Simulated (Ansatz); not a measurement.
# Ge: the cost of one run

Program: Ansatz 0.2.0 through its Python package. Level of theory: DFT PBEsol, plane waves, PAW. These are calculated values, not measurements.

**1. The structure**

Symmetry: Ia-3, No. 206, cubic system. The conventional cell has a = 6.968 Å, b = 6.968 Å, c = 6.968 Å, α = 90.00°, β = 90.00°, γ = 90.00°. Around Ge (site symmetry 3) lie 4 Ge at 2.43 to 2.51 Å.

No structure file is read: the coordinates are typed or built in the script.

**2. The code**

Input file ge.py:

```python
# -*- coding: utf-8 -*-
import warnings

import ansatz as az
import numpy as np

warnings.simplefilter('ignore', az.DeckWarning)

cell = (
    az.Lattice.bcc(6.96834056)
    .space_group(206)
    .atom('Ge', (0.14944954, 0.64944954, 0.85055046))
    .primitive()
)

calculation = (
    cell.calculation()
    .functional(az.Functional.PBESOL)
    .basis(550)
    .kpoints(5)
    .occupations('Fermi-Dirac', width=0.15)
    .scf(tolerance=1e-09)
    .scf(extra_bands=22)
    .density_of_states(projected=True, energy_step=0.05)
)
session = calculation.session()
planned = session.plan(threads=1)
out = planned.execute()
summary = out.report

dos = out.density_of_states()
energy = np.asarray(dos.energies_ev) - dos.fermi_ev
curves = {}
for site in out.projected_density_of_states().sites:
    for shell in site.shells:
        weight = sum(np.sum(curve.g_bin_mean_per_ev, axis=0) for curve in shell.curves)
        name = f'{site.species} {shell.label}'
        curves[name] = curves.get(name, 0) + weight

step = energy[1] - energy[0]
windows = [(-6, -3), (-3, 0), (0, 6)]
print('states by shell in windows of E - E_F (eV):', windows)
for name, g in curves.items():
    print(f'{name:8s}', ' '.join(f'{step * g[(energy >= a) & (energy < b)].sum():8.3f}' for a, b in windows))
filled = (energy < 0) & (energy > -6)
for name, g in curves.items():
    if g[filled].sum() * step > 0.5:
        print(f'centre of {name}: {np.average(energy[filled], weights=g[filled]):.2f} eV')
```

**3. What the engine is handed**

The engine receives this input:

```yaml
crystal:
  lattice:
    bravais: bcc
    a: 6.96834056
  space_group: 206
  atoms:
    - { symbol: Ge, position: [0.14944954, 0.64944954, 0.85055046] }
  reduce_to_primitive: true
basis:
  ecutwfc: 550.0
kpoints:
  mp_grid:
    grid: [5, 5, 5]
hamiltonian:
  xc: pbesol
scf:
  n_extra_bands: 22
  convergence:
    dr2_threshold: 1.0e-09
  occupations:
    method: fermi_dirac
    width: 0.15
output:
  dos:
    de: 0.05
    projected: true
```

**4. The run**

Run with:

```bash
$ python ge.py
```

Q: Estimate wall time and peak memory on 1 thread of Arm Neoverse V1, shared host.

About 15 s, with a peak of 0.59 GiB.
